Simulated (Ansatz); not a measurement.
# NiMoIrPdW (P3m1) in Ansatz: a series of runs

One crystal, NiMoIrPdW, is run at these levels: revPBE, PBE; tasks: band structure, single point.

Everything below comes from runs of Ansatz 0.2.0. Logs are shortened: lines on timing, memory, paths and dates and some standing lists are left out, and cuts for length are marked.

## 1. The structure

The structure is trigonal, space group P3m1 (No. 156). Conventional cell: a = 2.770 Å, b = 2.770 Å, c = 21.881 Å, α = 90.00°, β = 90.00°, γ = 120.00°. Ni (site symmetry 3m) is surrounded by 9 Ni at 2.52 to 2.77 Å and 3 W at 2.57 Å. Around Ni (site symmetry 3m) lie 9 Ni at 2.52 to 2.77 Å and 3 Ir at 2.62 Å. Mo (site symmetry 3m) has 3 Ir at 2.76 Å and 6 Mo at 2.77 Å and 3 Pd at 2.80 Å as nearest neighbours. Mo (site symmetry 3m) is surrounded by 3 Ir at 2.66 Å and 6 Mo at 2.77 Å and 3 Pd at 2.82 Å. Pd (site symmetry 3m) has 6 Pd at 2.77 Å and 3 W at 2.79 Å and 3 Mo at 2.80 Å as nearest neighbours. Around Pd (site symmetry 3m) lie 6 Pd at 2.77 Å and 3 W at 2.80 Å and 3 Mo at 2.82 Å. Ir (site symmetry 3m) has 3 Mo at 2.76 Å and 6 Ir at 2.77 Å and 3 W at 2.77 Å as nearest neighbours. Ir (site symmetry 3m) has 3 Ni at 2.62 Å and 3 Mo at 2.66 Å and 6 Ir at 2.77 Å as nearest neighbours.

The cell was built by a generator and needn't be a form met in nature.

## 2. Band structure, revPBE, collinear spin, ferromagnetic start

The input, input.yaml:

```yaml
crystal:
  lattice:
    - [2.77046, 0.0, 0.0]
    - [-1.38523, 2.39928, 0.0]
    - [0.0, 0.0, 21.88122]
  atoms:
    - { symbol: Ni, position: [0.33333, 0.66667, 0.04433], spin: 1.0 }
    - { symbol: Ni, position: [0.66667, 0.33333, 0.95562], spin: 1.0 }
    - { symbol: Mo, position: [0.66667, 0.33333, 0.3427], spin: 1.0 }
    - { symbol: Mo, position: [0.66667, 0.33333, 0.7632], spin: 1.0 }
    - { symbol: Pd, position: [0.33333, 0.66667, 0.44768] }
    - { symbol: Pd, position: [0.33333, 0.66667, 0.65723] }
    - { symbol: Ir, position: [0.33333, 0.66667, 0.23988], spin: 0.6 }
    - { symbol: Ir, position: [0.33333, 0.66667, 0.8605], spin: 0.6 }
    - { symbol: W, position: [0.66667, 0.33333, 0.13646] }
    - { symbol: W, position: [0.66667, 0.33333, 0.5524] }
kpoints:
  mp_grid: { grid: [8, 8, 2] }
  band_path:
    path:
      - [0.0, 0.0, 0.0]
      - [0.5, 0.0, 0.0]
      - [0.3333333333, 0.3333333333, 0.0]
      - [0.0, 0.0, 0.0]
      - [0.0, 0.0, 0.5]
      - [0.5, 0.0, 0.5]
      - [0.3333333333, 0.3333333333, 0.5]
      - [0.0, 0.0, 0.5]
    npoints: 12
scf:
  occupations: { method: fermi_dirac, width: 0.05 }
hamiltonian:
  xc: revpbe
  pseudopotentials: { kind: all_electron, lapw: { basis_error: 0.002 } }
magnetization:
  spin_polarized: true
output:
  forces: true
  stress: true
  eigenvalues: true
```

Potentials or basis: all-electron LAPW, scalar-relativistic.

The run is started by

```console
ansatz run input.yaml --threads 8 --pin off --max-ram 24576MiB --backend cpu --events-out ev --progress --plain --runs-dir out
```

Log:

```text
Warning: the atoms were moved onto the symmetric positions of the space group found under crystal.symmetry.tolerance 1.0e-5 (fractional; no operation is sought that the atoms, as they stand in a round, miss by more than twice it, and no atom is moved by as much as it), and the run uses the moved positions. Before a round's move an operation carried an atom to 2.77e-5 Å from where it should land, the largest such distance. Atom 0 (counting from 0) moved farthest, by 1.60e-5 Å; the longest move in fractions of the cell, of whichever atom, is 0.47 of the tolerance, in 1 round. To run the atoms as typed, lower crystal.symmetry.tolerance until the operations that they miss are no longer found, or set crystal.symmetry.detect: false (a key that needs symmetry detection or time reversal refuses this as the deck is read). The positions used, in the order of the run's atom list: position: [0.3333333333333333, 0.6666666666666666, 0.04433]; position: [0.6666666666666666, 0.3333333333333333, 0.95562]; position: [0.6666666666666666, 0.3333333333333333, 0.3427]; position: [0.6666666666666666, 0.3333333333333333, 0.7632]; position: [0.3333333333333333, 0.6666666666666666, 0.44768]; position: [0.3333333333333333, 0.6666666666666666, 0.65723]; position: [0.3333333333333333, 0.6666666666666666, 0.23988]; position: [0.3333333333333333, 0.6666666666666666, 0.8605]; position: [0.6666666666666666, 0.3333333333333333, 0.13646]; position: [0.6666666666666666, 0.3333333333333333, 0.5524]; The lattice was moved too: crystal.lattice keeps the space group found at crystal.symmetry.tolerance 1.0e-5 only nearly: the operation that it misses by the most changes a squared length by the fraction 6.31e-6. The run uses the lattice that is a stretch of the typed one, with no rotation, onto the one that keeps every operation to a double's rounding (on a very oblique basis the stretch itself rounds by more); the deck's lattice vector that moved farthest moved by 5.05e-6 Å. To run the lattice as typed, set crystal.symmetry.tolerance under 6.30e-6, the least fraction by which an operation that the lattice misses changes a squared length (the same key also sets how far an atom may lie from its image, so lowering it can lose operations that the atoms keep only within it), or set crystal.symmetry.detect: false, as for the atoms. crystal.lattice made exact, in Å and degrees: [[2.770454953865881, 0.0, 0.0], [-1.3852274769329405, 2.399284370088298, 0.0], [0.0, 0.0, 21.88122]]. Pasted over the deck's crystal.lattice, beside positions in fractional coordinates, it runs the same cell (given as lengths and angles, that cell in the form's own orientation, a rigid turn of the misfit's size from the one run here, for which a checkpoint.post_process_only pass over this run's state can be refused: where this run relaxes nothing, give such a pass this deck's own crystal.lattice, as typed; behind a relaxation, as crystal.lattice, the state's own cell, identity.cell in its checkpoint.json), and a matrix so pasted ends this notice, except on a very skew basis of the lattice, where the rounding of the pasted numbers themselves can read as a misfit: the cell is then moved again, and that move is told again. The lattice as run is in this notice's lattice.as_run_ang field (Run.prep()["deck_notices"] in Python, the deck_notice line of an events file, deck_notices of ansatz run --dry-run=json, or deck_notices in record.json in the deck's checkpoint.write directory).
[... 108 lines left out ...]
  k-point 19 ↓: bands = ["-393.3891", "-393.3455", "-393.3455", "-393.2195", "-393.1939", "-393.1939", "-351.1218", "-351.1058", "-351.1058", "-351.0773", "-351.0596", "-351.0596", "-300.5904", "-300.5613", "-300.5520", "-300.5520", "-300.5227", "-300.5227", "-300.4598", "-300.4598", "-300.4370", "-300.4370", "-260.6367", "-260.6367", "-260.6281", "-260.6067", "-260.6067", "-260.5650", "-260.5368", "-260.5368", "-260.5297", "-260.5297", "-208.4158", "-208.4158", "-208.4047", "-208.3671", "-208.3671", "-208.2509", "-208.2509", "-208.2422", "-208.2209", "-208.2209", "-192.9595", "-192.9595", "-192.9514", "-192.9402", "-192.9402", "-192.9144", "-192.9144", "-192.9069", "-192.8939", "-192.8939", "-78.4776", "-78.1365", "-67.8555", "-67.7786", "-60.2657", "-60.2377", "-49.2069", "-49.0721", "-38.9870", "-38.7518", "-38.7375", "-38.5467", "-38.4631", "-38.4506", "-36.1692", "-36.1525", "-32.2877", "-32.2851", "-32.2571", "-32.2557", "-32.2548", "-32.2490", "-32.2483", "-32.1959", "-32.1859", "-32.1857", "-32.1842", "-32.1808", "-32.1640", "-32.1634", "-26.1274", "-26.0896", "-26.0272", "-26.0033", "-25.9499", "-25.9261", "-24.9502", "-24.8535", "-24.8214", "-24.7244", "-24.6530", "-24.6257", "-13.8597", "-13.7744", "-13.5569", "-13.5410", "-13.4684", "-13.3866", "-10.7280", "-10.7238", "-10.4106", "-10.4053", "-10.3428", "-10.3409", "-3.5622", "-3.5562", "-3.5483", "-3.5400", "-3.5354", "-3.5029", "-3.4703", "-3.4005", "-3.3951", "-3.3883", "-3.3810", "-3.3788", "-3.3678", "-3.3352", "19.3021", "19.3276", "19.4836", "19.5856", "19.7127", "19.8240", "20.0616", "20.1741", "20.2631", "20.3508", "20.4531", "20.4800", "20.5542", "20.6173", "20.7574", "20.7916", "21.1084", "21.2102", "21.3802", "21.4298", "21.5218", "21.6359", "21.9221", "22.3111", "22.4845", "22.6723", "22.7458", "22.8253", "22.9073", "22.9841", "23.6485", "23.6656", "23.7961", "24.0228", "24.0569", "24.4270", "24.4546", "24.4903", "24.7468", "24.8907", "25.2618", "25.2793", "25.7450", "25.8794", "26.0305", "26.1236", "26.3600", "26.6174", "26.8368", "27.1531", "28.0136", "28.9882", "30.2367", "30.2871", "30.4661", "30.8306", "30.8996", "31.2657", "31.4594", "31.6456", "32.4089", "32.9006", "33.1022", "33.3949", "33.7150", "33.8341", "34.6554", "34.9857", "35.3531", "35.5963", "35.8028", "36.1833", "37.0181", "37.0682", "37.3054", "37.4897", "37.8894"]
```

bands.tsv:

```text
[... 59 lines left out ...]
```

Run time: 6.7 min. Hardware: 8 threads of AMD EPYC 7R13 (Zen 3), shared host; peak memory 4.5 GiB.

What came out:

| Quantity | Value |
| --- | --- |
| Free energy | -2426256.4772 eV |
| Pressure | 2.9 GPa |
| Largest force | 0.169 eV/Å |
| Band gap along the path | none (metal or under the smearing width) |
| Net moment | 0.00 μB per cell |
| Absolute moment | 0.00 μB per cell |

Forces in eV/Å, atoms in the order of the input:
```
Ni   0.000  0.000 -0.022
Ni   0.000  0.000 -0.020
Mo   0.000  0.000 -0.154
Mo   0.000  0.000 -0.094
Pd   0.000  0.000 -0.018
Pd   0.000  0.000  0.025
Ir   0.000  0.000  0.012
Ir   0.000  0.000  0.088
W    0.000  0.000  0.169
W    0.000  0.000  0.014
```

Stress tensor (GPa, compression positive):
```
2.64 0.00 0.00
0.00 2.64 0.00
0.00 0.00 3.44
```

Levels at the corners of the path, in eV from the Fermi level:
Spin up:
| point | band 160 | band 161 | band 162 | band 163 | band 164 | band 165 | band 166 | band 167 |
| --- | --- | --- | --- | --- | --- | --- | --- | --- |
| Γ | -0.63 | -0.63 | -0.62 | -0.41 | -0.34 | -0.34 | -0.08 | -0.08 |
| M | 0.92 | 0.96 | 1.32 | 1.36 | 1.56 | 1.63 | 1.84 | 2.23 |
| K | 0.26 | 0.30 | 0.37 | 0.82 | 0.94 | 1.41 | 1.44 | 1.59 |
| Γ | -0.63 | -0.63 | -0.62 | -0.41 | -0.34 | -0.34 | -0.08 | -0.08 |
| A | -1.00 | -0.64 | -0.64 | -0.31 | -0.31 | -0.11 | -0.11 | 0.03 |
| L | 0.86 | 0.93 | 0.95 | 1.38 | 1.55 | 1.79 | 1.79 | 2.19 |
| H | 0.15 | 0.26 | 0.30 | 0.94 | 1.03 | 1.31 | 1.44 | 1.59 |
| A | -1.00 | -0.64 | -0.64 | -0.31 | -0.31 | -0.11 | -0.11 | 0.03 |
Spin down:
```tsv
point	band 161	band 162	band 163	band 164	band 165	band 166
Γ	-0.63	-0.62	-0.41	-0.34	-0.34	-0.08
M	0.96	1.32	1.36	1.56	1.63	1.84
K	0.30	0.37	0.82	0.94	1.41	1.44
Γ	-0.63	-0.62	-0.41	-0.34	-0.34	-0.08
A	-0.64	-0.64	-0.31	-0.31	-0.11	-0.11
L	0.93	0.95	1.38	1.55	1.79	1.79
H	0.26	0.30	0.94	1.03	1.31	1.44
A	-0.64	-0.64	-0.31	-0.31	-0.11	-0.11
```

Caveat: the k mesh is thin for a metal, which can move the energy by tens of meV per atom; spin-orbit coupling is left out, which moves the levels of the heavy elements; the starting moments weren't kept.

## 3. Single point, PBE, collinear spin, ferromagnetic start, 13.67 Å³/atom (volume scaled by 0.94)

input.yaml, as its differences from that of step 2:

```diff
@@ -2,5 +2,5 @@
   lattice:
-    - [2.77046, 0.0, 0.0]
-    - [-1.38523, 2.39928, 0.0]
-    - [0.0, 0.0, 21.88122]
+    - [2.7139041308, 0.0, 0.0]
+    - [-1.3569520654, 2.3503013589, 0.0]
+    - [0.0, 0.0, 21.4345391537]
   atoms:
@@ -18,13 +18,2 @@
   mp_grid: { grid: [8, 8, 2] }
-  band_path:
-    path:
-      - [0.0, 0.0, 0.0]
-      - [0.5, 0.0, 0.0]
-      - [0.3333333333, 0.3333333333, 0.0]
-      - [0.0, 0.0, 0.0]
-      - [0.0, 0.0, 0.5]
-      - [0.5, 0.0, 0.5]
-      - [0.3333333333, 0.3333333333, 0.5]
-      - [0.0, 0.0, 0.5]
-    npoints: 12
 scf:
@@ -32,4 +21,4 @@
 hamiltonian:
-  xc: revpbe
-  pseudopotentials: { kind: all_electron, lapw: { basis_error: 0.002 } }
+  xc: pbe
+  pseudopotentials: { kind: all_electron, lapw: { basis_error: 0.003 } }
 magnetization:
```

Potentials or basis: all-electron LAPW, scalar-relativistic.

The run is started by

```console
ansatz run input.yaml --threads 8 --pin off --max-ram 24576MiB --backend cpu --events-out ev --progress --plain --runs-dir out
```

Log:

```text
[... 107 lines left out ...]
```

It took 3.4 min on 8 threads of Intel Xeon Platinum 8488C (Sapphire Rapids), shared host; peak memory 4.4 GiB.

What came out:

```
Free energy            : -2426190.6609 eV
Pressure               : 18.4 GPa
Largest force          : 0.572 eV/Å
Band gap on the k mesh : none (metal or under the smearing width)
Net moment             : 0.00 μB per cell
Absolute moment        : 0.00 μB per cell
```

Caveat: the k mesh is thin for a metal, which can move the energy by tens of meV per atom; the starting moments weren't kept.

[end of part 1 of 2]
